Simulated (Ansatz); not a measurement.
# MoN2 (P4/mbm) in Ansatz: relaxation of cell and atoms with PBEsol

Aim: the relaxation of cell and atoms of MoN2 with PBEsol.

Everything below comes from runs of Ansatz 0.2.0. Logs are shortened: lines on timing, memory, paths and dates and some standing lists are left out, and cuts for length are marked.

## Step 1: The crystal as given

It takes space group P4/mbm (No. 127, tetragonal). Conventional cell: a = 4.348 Å, b = 4.348 Å, c = 2.767 Å, α = 90.00°, β = 90.00°, γ = 90.00°. Mo (site symmetry 4/m) has 8 N at 2.24 Å as nearest neighbours. N (site symmetry m2m) has 1 N at 1.37 Å as nearest neighbours.

Measurements of this composition are mostly on another form, of space group No. 160.

## Step 2: Relaxation of cell and atoms, PBEsol

input.yaml reads:

```yaml
crystal:
  lattice:
    - [4.348053, 0.0, 0.0]
    - [0.0, 4.348053, 0.0]
    - [0.0, 0.0, 2.76746]
  atoms:
    - { symbol: Mo, position: [0.0, 0.0, 0.0] }
    - { symbol: Mo, position: [0.5, 0.5, 0.0] }
    - { symbol: "N", position: [0.611647, 0.888353, 0.5] }
    - { symbol: "N", position: [0.388353, 0.111647, 0.5] }
    - { symbol: "N", position: [0.111647, 0.611647, 0.5] }
    - { symbol: "N", position: [0.888353, 0.388353, 0.5] }
hamiltonian:
  xc: pbesol
  pseudopotentials: { kind: paw }
kpoints:
  mp_grid: { grid: [6, 6, 10] }
scf:
  occupations: { method: fermi_dirac, width: 0.05 }
output:
  forces: true
  stress: true
  eigenvalues: true
relax:
  f_tol: 0.01
  max_steps: 40
  cell: { stress_tol: 0.05 }
```

Potentials or basis: Ansatz PAW.

The run is started by

```bash
$ ansatz run input.yaml --threads 2 --pin off --max-ram 5632MiB --backend cpu --events-out ev --progress --plain --runs-dir out
```

Log:

```text
Warning: RAYON_NUM_THREADS=2 ignored (pool sized by the plan → 2); use --threads N
Engine: ansatz 0.2.0, aarch64-unknown-linux-gnu
Pseudopotentials: kind: paw
Pseudopotential: Mo, paw, valence charge 14, recommended cutoff 420 eV (normal), Mo.paw.azcp
Pseudopotential: N, paw, valence charge 5, recommended cutoff 420 eV (normal), N.paw.azcp
Functional definition: PBEsol
  exchange = pbesol_x
  correlation = pbesol_c
Crystal: 6 atoms, lattice volume = 52.320 Å³
Basis set: ecut = 420 eV, 1049 PW (Γ), exchange–correlation on 60×60×40 points (8 copies of the dense FFT grid, shifted against one another)
Bands: 30, of which v1, the nominal top of the filled ones, is band 24 counted from 1 (23 counted from 0)
Symmetry: 16 space group operations
Space group: P4/mbm (ITA 127), of the structure as read, at distance tolerance 3.7e-5 Å
k-points: 60 of 360
Non-local potential: Mo, projectors of the file, l = 0: 3, l = 1: 2, l = 2: 2, l = 3: 1
Non-local potential: N, projectors of the file, l = 0: 2, l = 1: 2, l = 2: 1
PAW form: soft (Blöchl's): semilocal exchange-correlation on the pseudo side does not see the compensation charge
PAW frozen core: Mo, regenerated for the run's functional, and the local potential with it (the file was generated under x = pbe(κ = 0.804, μ = 0.2195149727645171), c = pbe(β = 0.06672455060314922))
PAW frozen core: N, regenerated for the run's functional, and the local potential with it (the file was generated under x = pbe(κ = 0.804, μ = 0.2195149727645171), c = pbe(β = 0.06672455060314922))
PAW one-centre angular grid: Mo, 590 points (default); XC on 64 Gauss nodes
PAW one-centre angular grid: N, 110 points (default); XC on 64 Gauss nodes
Initial density: superposition of atomic densities (neutral atoms: chi_scale 0, normalization atom), corrected by the library's trained network
Initial wavefunctions: pseudopotential atomic-orbital guess
Functional: x = pbesol(κ = 0.804, μ = 0.12345679012345678), c = pbesol(β = 0.046)
SCF iter   1: F=—  HF=-11309.559886 eV  |F-HF|=—  |Δ(HF+E_count)|=         —  Δρ=1.34e-2  dr2=5.49e-2  ethr=1.77e-3  ⟨swp⟩=5.8  Hψ=7650  notcnv=0
preconditioner: auto → Kerker (q_TF=auto, 2.689 Å⁻¹)  [metal: Δε(μ)=0.018 eV  Ē_g=9.998 eV  σ=0.050 eV  W_gap=0.09  n_scr=10 (ndim 8)  ℏωp=29.0 eV  f_vac=0.000  D(μ)=2.40/eV (n_scr^D=18)]
SCF iter   2: F=—  HF=-11309.550315 eV  |F-HF|=—  |Δ(HF+E_count)|=   9.57e-3  Δρ=7.32e-3  dr2=1.47e-2  ethr=1.14e-4  ⟨swp⟩=2.1  Hψ=2682  notcnv=0  defer=19
SCF iter   3: F=—  HF=-11309.546784 eV  |F-HF|=—  |Δ(HF+E_count)|=   3.53e-3  Δρ=7.92e-4  dr2=1.51e-4  ethr=3.07e-5  ⟨swp⟩=3.0  Hψ=3419  notcnv=0  defer=19
SCF iter   4: F=—  HF=-11309.546783 eV  |F-HF|=—  |Δ(HF+E_count)|=   1.56e-6  Δρ=1.30e-4  dr2=6.79e-6  ethr=3.15e-7  ⟨swp⟩=1.0  Hψ=1784  notcnv=0  defer=19
SCF iter   5: F=—  HF=-11309.546838 eV  |F-HF|=—  |Δ(HF+E_count)|=   5.53e-5  Δρ=2.78e-5  dr2=2.28e-7  ethr=1.41e-8  ⟨swp⟩=2.6  Hψ=2974  notcnv=0  defer=19
SCF iter   6: F=-11309.546838 eV  HF=-11309.546838 eV  |F-HF|=3.96e-9  |Δ(HF+E_count)|=   9.72e-9  Δρ=6.18e-6  dr2=1.77e-8  ethr=2.08e-10  ⟨swp⟩=5.9  Hψ=6359  notcnv=0
SCF 1 converged in 6 iterations: F = -11309.546838 eV  dr2 = 1.77e-8
relax step   1: F+E_penalty+E_count = -11309.54683816 eV  Δ(F+E_penalty+E_count) = +0.000e0 eV  max|allowed force component| = 2.429e-2 eV/Å  Δτ_max = 0.0000 Å  P = -14.141 GPa  Ω = 52.320 Å³  (6 SCF iters, dr2 threshold 1.00e-7 eV, accepted)
Crystal: 6 atoms, lattice volume = 49.865 Å³
Basis set: ecut = 420 eV, 977 PW (Γ), exchange–correlation on 60×60×40 points (8 copies of the dense FFT grid, shifted against one another)
Initial density: handed on by an earlier stage of this run
[... 73 lines left out ...]
SCF iter   4: F=-11309.647140 eV  HF=-11309.647140 eV  |F-HF|=2.57e-9  |Δ(HF+E_count)|=   1.02e-8  Δρ=2.69e-6  dr2=3.34e-9  ethr=1.52e-10  ⟨swp⟩=2.0  Hψ=2647  notcnv=0
iter 5 did not close the SCF: its close was put off for the readings that it lacked (scf_convergence_deferred on its scf_iter line)
SCF iter   5: F=-11309.647140 eV  HF=-11309.647140 eV  |F-HF|=1.64e-11  |Δ(HF+E_count)|=  4.53e-10  Δρ=4.67e-7  dr2=9.59e-11  ethr=6.95e-12  ⟨swp⟩=2.2  Hψ=2489  notcnv=0
SCF iter   6: F=-11309.647140 eV  HF=-11309.647140 eV  |F-HF|=0.00e0  |Δ(HF+E_count)|=  1.82e-12  Δρ=1.02e-7  dr2=5.03e-12  ethr=1.00e-12  ⟨swp⟩=1.0  Hψ=3840  notcnv=0
SCF 7 converged in 6 iterations: F = -11309.647140 eV  dr2 = 5.03e-12
relax step   7: F+E_penalty+E_count = -11309.64713981 eV  Δ(F+E_penalty+E_count) = -1.607e-4 eV  max|allowed force component| = 4.932e-5 eV/Å  Δτ_max = 0.0001 Å  P = -0.002 GPa  Ω = 50.154 Å³  energy of the carried Pulay correction = +1.367e-4 eV  (6 SCF iters, dr2 threshold 1.73e-7 eV, accepted)
iter 1 solved again at ethr=1.78e-8 eV; its pass at ethr=3.10e-3 eV (dr2=8.56e-6 eV) is discarded
SCF iter   1: F=—  HF=-11309.647019 eV  |F-HF|=—  |Δ(HF+E_count)|=         —  Δρ=4.45e-6  dr2=1.64e-9  ethr=1.78e-8  ⟨swp⟩=3.6  Hψ=13091  notcnv=0
preconditioner: auto → Kerker (q_TF=auto, 2.708 Å⁻¹)  [metal: Δε(μ)=0.004 eV  Ē_g=10.307 eV  σ=0.050 eV  W_gap=0.02  n_scr=10 (ndim 8)  ℏωp=29.7 eV  f_vac=0.000  D(μ)=2.35/eV (n_scr^D=18)]
SCF iter   2: F=—  HF=-11309.647019 eV  |F-HF|=—  |Δ(HF+E_count)|=   1.00e-7  Δρ=2.05e-6  dr2=2.83e-10  ethr=3.41e-12  ⟨swp⟩=3.0  Hψ=3868  notcnv=0
iter 3 did not close the SCF: its close was put off for the readings that it lacked (scf_convergence_deferred on its scf_iter line)
SCF iter   3: F=-11309.647019 eV  HF=-11309.647019 eV  |F-HF|=3.46e-11  |Δ(HF+E_count)|=  3.57e-10  Δρ=6.15e-7  dr2=2.61e-11  ethr=1.00e-12  ⟨swp⟩=2.0  Hψ=2737  notcnv=0
iter 4 did not close the SCF: its close was put off for the readings that it lacked (scf_convergence_deferred on its scf_iter line)
SCF iter   4: F=-11309.647019 eV  HF=-11309.647019 eV  |F-HF|=0.00e0  |Δ(HF+E_count)|=  3.64e-11  Δρ=8.34e-8  dr2=1.05e-12  ethr=1.00e-12  ⟨swp⟩=1.0  Hψ=1800  notcnv=0
iter 5 did not close the SCF: its close was put off for the readings that it lacked (scf_convergence_deferred on its scf_iter line)
SCF iter   5: F=-11309.647019 eV  HF=-11309.647019 eV  |F-HF|=0.00e0  |Δ(HF+E_count)|=    0.00e0  Δρ=1.32e-8  dr2=5.79e-14  ethr=1.00e-12  ⟨swp⟩=1.0  Hψ=1800  notcnv=0
iter 6 did not close the SCF: its close was put off for the readings that it lacked (scf_convergence_deferred on its scf_iter line)
SCF iter   6: F=-11309.647019 eV  HF=-11309.647019 eV  |F-HF|=0.00e0  |Δ(HF+E_count)|=    0.00e0  Δρ=3.06e-9  dr2=3.07e-15  ethr=1.00e-12  ⟨swp⟩=1.0  Hψ=1800  notcnv=0
SCF iter   7: F=-11309.647019 eV  HF=-11309.647019 eV  |F-HF|=0.00e0  |Δ(HF+E_count)|=    0.00e0  Δρ=8.10e-10  dr2=2.99e-16  ethr=1.00e-12  ⟨swp⟩=1.8  Hψ=3928  notcnv=0
SCF 8 converged in 7 iterations: F = -11309.647019 eV  dr2 = 2.99e-16
relax step   8: F+E_penalty+E_count = -11309.64701881 eV  Δ(F+E_penalty+E_count) = +1.210e-4 eV  max|allowed force component| = 3.068e-5 eV/Å  Δτ_max = 0.0000 Å  P = -0.004 GPa  Ω = 50.154 Å³  stress off target by 4.45e-3 GPa  SCF on the basis re-selected at this cell (its energy is not comparable with the rows above)  (7 SCF iters)
basis re-selected at this cell: Δ(F+E_penalty+E_count) = +1.210e-4 eV, ΔP = -0.002 GPa vs the last step (what re-selecting the basis moved, of the pressure what is left beyond the Pulay correction that the steps carried, after the strain that the cell walked since its last selection, with what the two solves' SCF thresholds leave and, on support functions, any second-order correction that the steps lacked; it is no measure of the basis error at this ecutwfc). This SCF's stress stands 4.45e-3 GPa from its target on what of the cell is left free (relax.cell.stress_tol is 5.00e-2 GPa) and its largest allowed force component is 3.07e-5 eV/Å (relax.f_tol is 1.00e-2 eV/Å): within both
SCF converged after 7 iterations
Free energy (F): -11309.647019 eV
Harris-Foulkes:  -11309.647019 eV  (|F-HF|=0.00e0)
Internal energy: -11309.628276 eV  (E = F + TS)
E sigma→0 (E₀):  -11309.637647 eV
Entropy (-TS):   -0.018743 eV (-3.124 meV/atom)
Fermi energy:    19.698324 eV
--- Per-component energies (eV) ---
  E_band       = 11.949399
  E_kinetic    = 1412.009407
  E_local      = -1953.885833  (includes V_loc(G=0)·N_el)
  E_nonlocal   = 470.717223
  E_hartree    = 605.993728
  E_xc         = -605.034798
  E_vxc        = -764.004593  (∫ρ·V_xc dr)
  E_paw        = -6776.056544  (= ΣΔE_a)
  E_vpaw       = -364.874630  (= ΣTr[D̂ρ^β])
  E_aug_tail   = 0.000370  (compensation charges beyond the density's cutoff)
  E_ewald      = -4463.902822
  E_core_change = 0.530994  (= ΣΔE_core)
  E_smearing   = -0.018743  (= −TS)
  E_closure    = 0.000000  (closes the sum)
  Σ components = -11309.647019   (vs F -11309.647019, Δ=0.00e0)
--- Forces (eV/Å), atoms counted from 1 ---
  atom   1  Mo     0.00000000     0.00000000     0.00000000
  atom   2  Mo     0.00000000     0.00000000     0.00000000
  atom   3  N     -0.00003068     0.00003068     0.00000000
  atom   4  N      0.00003068    -0.00003068     0.00000000
  atom   5  N     -0.00003068    -0.00003068     0.00000000
  atom   6  N      0.00003068     0.00003068     0.00000000
  max |Σ_I F_I| component: 6.94e-18 eV/Å
--- Stress (GPa, compression-positive) ---
       -0.004453       0.000000       0.000000
        0.000000      -0.004453       0.000000
        0.000000       0.000000      -0.002726
  P = ⅓ Tr σ = -0.0039 GPa (-0.039 kbar)
--- Band table (eV; the first three rows and the last of 60) ---
  k-point 0: bands = ["-42.2708", "-42.1987", "-16.5293", "-16.5293", "-16.1369", "-16.1369", "-16.0724", "-15.9930", "-1.9869", "-0.5711", "7.4195", "7.4195", "10.8338", "11.2402", "12.5032", "13.5072", "13.5072", "14.8079", "15.5496", "15.7189", "16.5024", "16.5024", "17.2719", "17.8518", "20.3071", "20.3071", "20.7529", "21.5241", "22.0315", "25.5590"]
  k-point 1: bands = ["-42.2588", "-42.1871", "-16.5114", "-16.5114", "-16.1882", "-16.1240", "-16.1240", "-16.0962", "-1.8623", "-0.4913", "7.2831", "7.2831", "10.9380", "11.4087", "12.8829", "13.2625", "13.2625", "13.6959", "14.8828", "16.5815", "16.5815", "16.5989", "17.4155", "18.2545", "20.5645", "20.5645", "20.8765", "21.5566", "22.1381", "25.2456"]
  k-point 2: bands = ["-42.2271", "-42.1569", "-16.4830", "-16.4643", "-16.4643", "-16.3602", "-16.0901", "-16.0901", "-1.5290", "-0.2709", "6.9341", "6.9341", "11.1756", "11.5878", "12.5103", "12.6917", "12.6917", "13.5504", "13.9126", "16.7962", "16.7962", "17.8410", "18.0251", "18.3312", "21.2193", "21.2193", "21.2411", "21.6423", "22.5449", "24.3974"]
  k-point 59: bands = ["-42.1094", "-42.1094", "-17.0996", "-17.0996", "-16.3965", "-16.3965", "-15.9630", "-15.9630", "-0.6190", "-0.6190", "7.7191", "7.7191", "11.5081", "11.5081", "11.8688", "11.8688", "13.7321", "13.7321", "14.2456", "14.2456", "14.2799", "14.2799", "18.2621", "18.2621", "22.2635", "22.2635", "23.2937", "23.2937", "24.0356", "24.0356"]
--- Relaxed structure (6 steps of the walk, 6 accepted, 2 SCFs on fresh bases) ---
  F+E_penalty+E_count = -11309.64701881 eV   max|allowed force component| = 3.068e-5 eV/Å   (the final SCF, on the basis selected at the relaxed cell)
  cell:  # Å, volume = 50.1545 Å³
    - [4.28987676763981, 1.46931290932729e-34, 0.0]
    - [1.46931290932729e-34, 4.28987676763981, 0.0]
    - [0.0, 0.0, 2.725335458578546]
  atoms:
    - { symbol: Mo, position: [3.3247131455098027e-20, 4.155891431887105e-21, 0.0] }
    - { symbol: Mo, position: [0.49999999999999994, 0.49999999999999994, 0.0] }
    - { symbol: N, position: [0.612747806275898, 0.8872521937241021, 0.49999999999999994] }
    - { symbol: N, position: [0.387252193724102, 0.11274780627589798, 0.49999999999999994] }
    - { symbol: N, position: [0.11274780627589798, 0.612747806275898, 0.49999999999999994] }
    - { symbol: N, position: [0.8872521937241021, 0.387252193724102, 0.49999999999999994] }
```

It took 24 s on 2 threads of Arm Neoverse V1, shared host; peak memory 0.38 GiB.

What came out:

| Property | Result |
| --- | --- |
| Free energy | -11309.6470 eV |
| Relaxed volume | 8.36 Å³/atom |
| Relaxed cell | a = 4.290 Å, b = 4.290 Å, c = 2.725 Å, α = 90.00°, β = 90.00°, γ = 90.00° |
| Space group after relaxing (to 0.05 Å) | P4/mbm (No. 127) |
| Energy gained by relaxing | 16.7 meV/atom |
| Ionic steps | 8 |
| Pressure after relaxing | 0.0 GPa |
| Band gap on the k mesh | none (metal or under the smearing width) |

Step by step:
```
step  energy change (eV)  largest force (eV/Å)  volume (Å³)
   1              0.0000                0.0343        52.32
   2             -0.1060                0.0515        49.86
   3             -0.1073                0.0017        50.19
   4             -0.1079                0.0195        50.20
   5             -0.1080                0.0024        50.19
   6             -0.1001                0.0018        50.19
   7             -0.1003                0.0001        50.15
   8             -0.1002                0.0000        50.15
```

Final structure:
```
CELL_PARAMETERS angstrom
4.28988 0.00000 0.00000
0.00000 4.28988 0.00000
0.00000 0.00000 2.72534
ATOMIC_POSITIONS crystal
Mo 0.00000 0.00000 0.00000
Mo 0.50000 0.50000 0.00000
N 0.61275 0.88725 0.50000
N 0.38725 0.11275 0.50000
N 0.11275 0.61275 0.50000
N 0.88725 0.38725 0.50000
```

Caveat: the plane-wave basis is chosen anew once the cell has moved, so the energies of steps on either side of that aren't comparable; the pressure holds a Pulay correction of +0.7 GPa for the finite cutoff; the PAW data sets come from PBE, with cores solved anew for the run's functional, which leaves a small shift of forces and pressure.
